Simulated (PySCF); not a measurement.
**C6H11ClOSi: geometry, NMR shifts and electronic excitations**

Aim: predict the NMR shifts and electronic excitations of C6H11ClOSi (`C=CC[C@@H]1[SiH2]OC[C@H]1Cl`).

The runs use PySCF 2.14.0, with density-fitted response routines of our own; the level of theory stands in each step. All values are computed, except where a source is named. Atoms count from 0, in the outputs and in this text.

## Step 1: The starting structure

20 atoms, charge 0, multiplicity 1; geometry from: GFN2-xTB.

Bonds of the start (Å): C0–C1 1.32, C1–C2 1.49, C2–C3 1.53, C3–Si4 1.91, Si4–O5 1.64, O5–C6 1.40, C6–C7 1.53, C7–Cl8 1.78, C7–C3 1.52, C0–H9 1.08, C0–H10 1.08, C1–H11 1.08, C2–H12 1.10, C2–H13 1.09, C3–H14 1.09, Si4–H15 1.46, Si4–H16 1.46, C6–H17 1.10, C6–H18 1.09, C7–H19 1.09.

## Step 2: Optimising the geometry at PBE0-D3(BJ)/def2-SVP

The job: settings as JSON, then the geometry in Å.

```
{"job": {"xc": "PBE0", "basis": "def2-SVP", "d3": "d3bj", "grid": 1, "kind": "geom"}, "charge": 0, "multiplicity": 1}
C     -3.089035    -0.435094    -0.702088
C     -2.202388     0.501939    -0.425493
C     -1.097319     0.359403     0.569454
C      0.261486     0.436223    -0.125731
Si     0.732188    -0.983032    -1.321487
O      2.318852    -0.976904    -0.909891
C      2.674158    -0.008127     0.043068
C      1.425904     0.352353     0.847511
Cl     1.693035     1.870539     1.743410
H     -3.082401    -1.388567    -0.199954
H     -3.864947    -0.289263    -1.434107
H     -2.233543     1.450638    -0.945675
H     -1.165790     1.167617     1.305792
H     -1.191498    -0.592623     1.096211
H      0.324264     1.392659    -0.655023
H      0.158789    -2.269418    -0.948212
H      0.573650    -0.620581    -2.722858
H      3.059367     0.880121    -0.469856
H      3.464736    -0.418638     0.676465
H      1.235344    -0.418567     1.599068
```

**Question.** This job is followed by: GIAO PBE0/pcSseg-1 NMR shielding, non-relativistic, gas phase; TDDFT CAM-B3LYP/def2-SVPD, vertical, gas phase, core orbitals frozen in the response; GIAO PBE/pcSseg-1 NMR shielding, non-relativistic, gas phase. What will the session give for the following? point group; rotational constants (main isotopes); 13C shifts against TMS (PBE0/pcSseg-1); 1H shifts against TMS (PBE0/pcSseg-1); 29Si shifts against TMS (PBE0/pcSseg-1); 17O shifts against H2O (PBE0/pcSseg-1); 35Cl shifts against HCl (PBE0/pcSseg-1); lowest singlet (CAM-B3LYP/def2-SVPD); brightest single state of those computed; lowest triplet; vertical ionisation energy (ΔSCF); range of the shift of Cl8.

**Answer**, as computed:

| quantity | value |
| --- | --- |
| point group | C1 |
| rotational constants (main isotopes) | 1.49, 0.86, 0.57 GHz |
| 13C shifts against TMS (PBE0/pcSseg-1) | 148.2, 124.1, 76.3, 66.6, 36.5, 35.8 ppm |
| 1H shifts against TMS (PBE0/pcSseg-1) | 6.05, 5.44, 5.24, 4.96, 4.76, 4.26, 3.62, 3.59, 2.86, 1.76, 1.29 ppm |
| 29Si shifts against TMS (PBE0/pcSseg-1) | 9.7 ppm |
| 17O shifts against H2O (PBE0/pcSseg-1) | 36.3 ppm |
| 35Cl shifts against HCl (PBE0/pcSseg-1) | 121 ppm |
| lowest singlet (CAM-B3LYP/def2-SVPD) | 6.97 eV (178 nm), f = 0.004 |
| brightest single state of those computed | state 5, 7.35 eV, f = 0.322 |
| lowest triplet | 4.38 eV |
| vertical ionisation energy (ΔSCF) | 9.87 eV |
| range of the shift of Cl8 | 121 to 145 ppm |

In words: Over 6 steps the energy fell by 0.142 eV; of the close pairs, Si4–O5 changed most, 1.639 to 1.688 Å. The most deshielded carbon is C1 (alkene CH), at 148.2 ppm: as expected for a trigonal carbon in a double bond. The most deshielded hydrogen is H11 (hydrogen on an alkene CH), at 6.05 ppm: attached to an sp2 carbon and in the plane of the double bond. At PBE0/pcSseg-1: The widest tensor belongs to Cl8: span 468 ppm, with a paramagnetic part of -322 ppm. The lowest singlet, at 6.97 eV, is HOMO−2→LUMO 0.64, HOMO−1→LUMO 0.11 and is weak; of the 10 states computed, the strongest absorption comes from state 5 at 7.35 eV. The lowest triplet lies 2.60 eV below the lowest singlet (triplets in Tamm-Dancoff, singlets in full TDDFT). The orbital energy would give 9.10 eV for ionisation, ΔSCF gives 9.87 eV. In ppm, Cl8 moves most: its shift spreads over 23 ppm, from 121 (PBE0/pcSseg-1) to 145 (PBE/pcSseg-1).
